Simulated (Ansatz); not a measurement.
# AlH3 + HF: a complex and its separated parts

The complex below is one end of an elementary step. How strongly is it bound against its free parts?

Method: PBE0-D4/def2-TZVP structures, single points in def2-TZVPP, no counterpoise correction; program: Ansatz 0.2.0, Gaussian basis.

Levels: SPW92, PBE-D4, BLYP-D4, r2SCAN-D4, B97M-V, PBE0-D4, B3LYP-D4, r2SCAN0-D4, BHLYP-D4, CAM-B3LYP-D4, wB97X-V, wB97M-V, B2PLYP, PBE-QIDH, RPA on PBE, Hartree-Fock, MP2, CCSD, CCSD(T).

Correlated methods freeze the cores. B3LYP uses VWN-RPA correlation. B2PLYP carries no dispersion term here.

20 further runs of the same task are left out: 20 set aside as unsound or not needed.

## (1) The starting structure

The complex: 6 atoms, charge 0, spin multiplicity 1.

Atoms are counted from 1 here; the program's logs count them from 0.

Bond lengths: Al1–H2 1.614 Å, Al1–H3 1.585 Å, Al1–H4 1.585 Å, Al1–F6 2.109 Å, H5–F6 0.937 Å. Angles: H2–Al1–H3 117.9°, H2–Al1–H4 117.9°, H2–Al1–F6 82.1°, H3–Al1–H4 121.6°, H3–Al1–F6 101.6°, H4–Al1–F6 101.6°, Al1–F6–H5 91.6°.

As a file:

```
Al    0.0279   -0.6502    0.1381
H     1.3929   -0.0427   -0.4731
H    -0.9490   -1.4164   -0.8465
H    -0.0630   -0.8355    1.7092
H     0.2112    1.6015   -0.4372
F    -0.6201    1.3434   -0.0904
```

Its parts: AlH3 holds atoms 1, 2, 3, 4; HF holds atoms 5, 6. Each part counts its atoms afresh in its own runs.

## (2) Relaxing AlH3 alone

relax-a/in.yaml

```yaml
crystal:
  periodic: [false, false, false]
  atoms:
    - {symbol: Al, position_ang: [0.027949, -0.650249, 0.138106]}
    - {symbol: H, position_ang: [1.392903, -0.042685, -0.473142]}
    - {symbol: H, position_ang: [-0.949000, -1.416378, -0.846535]}
    - {symbol: H, position_ang: [-0.063034, -0.835457, 1.709193]}
basis:
  gaussian: {orbitals: def2-TZVP}
hamiltonian: {xc: pbe0, dispersion: d4}
relax: {f_tol: 0.005, max_steps: 200}
```

The command line of these runs was not kept.

After this run come: Relaxing HF alone; wB97M-V/def2-TZVPP; CCSD(T)/def2-TZVPP; CCSD(T)/def2-QZVPP; Vibrations of AlH3; Vibrations of HF.

Q: Predict the outcome of this session. Wanted: complex less parts, CCSD(T)/def2-TZVPP; with zero-point energy; largest T1 diagnostic.

**Answer**, as computed:

| quantity | value |
| --- | --- |
| complex less parts, CCSD(T)/def2-TZVPP | -41.9 kJ/mol |
| with zero-point energy | -32.6 kJ/mol |
| largest T1 diagnostic | 0.009 |

In words: At CCSD(T) the complex lies 41.9 kJ/mol below its parts. The functionals run from B3LYP-D4, off by 0.0 kJ/mol, to SPW92, off by -29.3 kJ/mol, against CCSD(T). Mean unsigned error by rung: LDA 29.3, GGA 3.8, meta-GGA 8.8, hybrid 3.3, range-separated hybrid 5.2, double hybrid 1.9 kJ/mol. PBE-D4 gives a relative energy 6.8 kJ/mol too low, outside chemical accuracy (1 kcal/mol, 4.2 kJ/mol). No counterpoise was applied, and triple zeta lacks some correlation, so the CCSD(T) reference has a basis error of its own, and close matches with it are partly luck.
